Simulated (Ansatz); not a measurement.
Run this with the Python package of Ansatz (0.2.0) and show what comes out.

`c2h3clsn.xyz`
```text
7

C     0.37310   -2.10500    0.67640
C     0.17040   -0.91660    0.32370
Sn   -0.12070    1.07840   -0.28040
Cl   -1.71800    1.20350   -1.89120
H     0.45870   -3.07390    0.94550
H    -0.53610    2.05880    1.12170
H     1.43390    1.68680   -0.94130
```

`tae_c2h3clsn.py`:
```python
# -*- coding: utf-8 -*-
"""Atomisation energy of C2H3ClSn at the given geometry."""

from collections import Counter

import ansatz as az

BASIS_SET = "def2-SVP"
FUNCTIONAL = "hf"


def single_point(molecule, charge=0, unpaired=0):
    calc = (
        molecule.calculation()
        .basis(gaussian=BASIS_SET)  # the orbital basis, by name
        .functional(FUNCTIONAL)
    )
    if charge:
        calc = calc.charge(charge)
    if unpaired:
        calc = calc.spin("collinear", total=unpaired)
    report = calc.run(threads=1, backend="cpu").report
    if report["published_state_doubts"]:
        print("  doubts:", report["published_state_doubts"])
    return report["free_energy_ev"]

geometry = az.Crystal.molecule_from_extxyz("c2h3clsn.xyz")

# unpaired electrons of the ground-state atoms
unpaired = {"C": 2, "Sn": 2, "Cl": 1, "H": 1}
counts = Counter(site.symbol for site in geometry.cartesian_sites)
atom_energy = {s: single_point(az.Crystal.molecule().atom(s, (0, 0, 0)), 0, unpaired[s]) for s in counts}
whole = single_point(geometry, 0, 0)
for s, e in atom_energy.items():
    print(f"{s:2s} x{counts[s]}  {e:14.5f} eV")
print(f"C2H3ClSn: {whole:.5f} eV")
split = sum(counts[s] * e for s, e in atom_energy.items()) - whole
print(f"atomisation energy (no zero-point term): {23.060548 * split:.1f} kcal/mol, {split / sum(counts.values()):.3f} eV an atom")
```

```console
$ python tae_c2h3clsn.py
C  x2     -1024.37889 eV
Sn x1     -5805.17192 eV
Cl x1    -12498.71497 eV
H  x3       -13.58606 eV
C2H3ClSn: -20410.50134 eV
atomisation energy (no zero-point term): 394.3 kcal/mol, 2.443 eV an atom
```

394.3 kcal/mol from the electronic energies, without the zero-point term.

Caveats:
- Total energies depend on the basis set; only differences at equal settings carry meaning.
- The geometry is a force-field or estimated start, not a minimum of this method, and the basis set is short of its limit. All parts are taken at fixed geometry, without zero-point energy.
- def2 sets replace the cores of elements past krypton by effective core potentials.
- Hartree-Fock leaves correlation out, so bond, atomisation and ionisation energies come out well too low.
- The spin-orbit lowering of heavy atoms is left out.
- Wall time of the script: 2 s on 1 thread of AMD EPYC 7R43 64-Core Processor (Zen 3), on a shared host, peak memory 0.22 GiB.
